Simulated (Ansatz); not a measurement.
# BeHBr (singlet): from Hartree-Fock to the top rungs at a displaced geometry (v1), cc-pVDZ

An exercise on one series of results from a longer session: the logs are not shown, and one member is left open.

The runs use Ansatz 0.2.0, Gaussian basis; cc-pVDZ, core rule «outside noble gas», up to 15 orbitals frozen.

To be run: UHF; CCSD(T) on RHF; BCCD(T) on RHF; CISD; CCSDT(Q) on RHF.

32 further runs of the same task are left out: 12 for a known fault of the program, 1 for a mislabelled method, 9 that didn't finish, 10 set aside as unsound or not needed.

## The system

The geometry is a PBE0/def2-TZVP stationary point (not a proven minimum) with its atoms shifted at random (size 0.040 Å). No spin-orbit coupling is included. The filled d shell of Br may be among the frozen orbitals whatever the setting's name suggests; the logs give the count.

3 atoms, charge 0, spin multiplicity 1.

Atoms are counted from 1 here; the program's logs count them from 0.

Bond lengths: Br1–Be2 1.968 Å, Be2–H3 1.376 Å. Angles: Br1–Be2–H3 176.4°.

As a file:

```mol
BeBrH
  3D, bonds by distance, orders not assigned

  3  2  0  0  0  0  0  0  0  0999 V2000
   -0.0154   -0.0090    1.7700 Br  0  0
   -0.0163   -0.0252   -0.1983 Be  0  0
    0.0317    0.0342   -1.5717 H   0  0
  1  2  8  0
  2  3  8  0
M  END
```

The first run:

Input file in.yaml:

```yaml
crystal:
  periodic: [false, false, false]
  atoms:
    - {symbol: Br, position_ang: [-0.015433, -0.009008, 1.770040]}
    - {symbol: Be, position_ang: [-0.016266, -0.025151, -0.198313]}
    - {symbol: H, position_ang: [0.031698, 0.034159, -1.571727]}
basis:
  gaussian: {orbitals: cc-pVDZ}
magnetization: {spin_polarized: true, initial_magnetization: 0}
hamiltonian: {xc: hf}
output: {orbitals: {seedname: orbitals}}
```

Command:

```sh
$ ansatz run in.yaml --threads 1 --pin off --events-out ev --progress --plain --max-ram 2393MiB
```

Among the steps run: UHF; CCSD(T) on RHF; BCCD(T) on RHF; CISD; CCSDT(Q) on RHF.

One of the session's tables, all rows but one given; the rest of the session is left out.

| method | from RCCSDT(Q) (kcal/mol) |
| --- | --- |
| RHF | +112.62 |
| RMP2 | +15.15 |
| CISD | +9.00 |
| RCCSD | ? |
| RCCSD(T) | +0.44 |
| BCCD(T) | +0.44 |
| RCCSDT | +0.19 |
| RCCSDT(Q) | 0 |

Q: Estimate the row for RCCSD from the others.

As computed: from RCCSDT(Q) (kcal/mol): +2.59. In the column «from RCCSDT(Q) (kcal/mol)» it lies between BCCD(T) (+0.44) and CISD (+9.00).
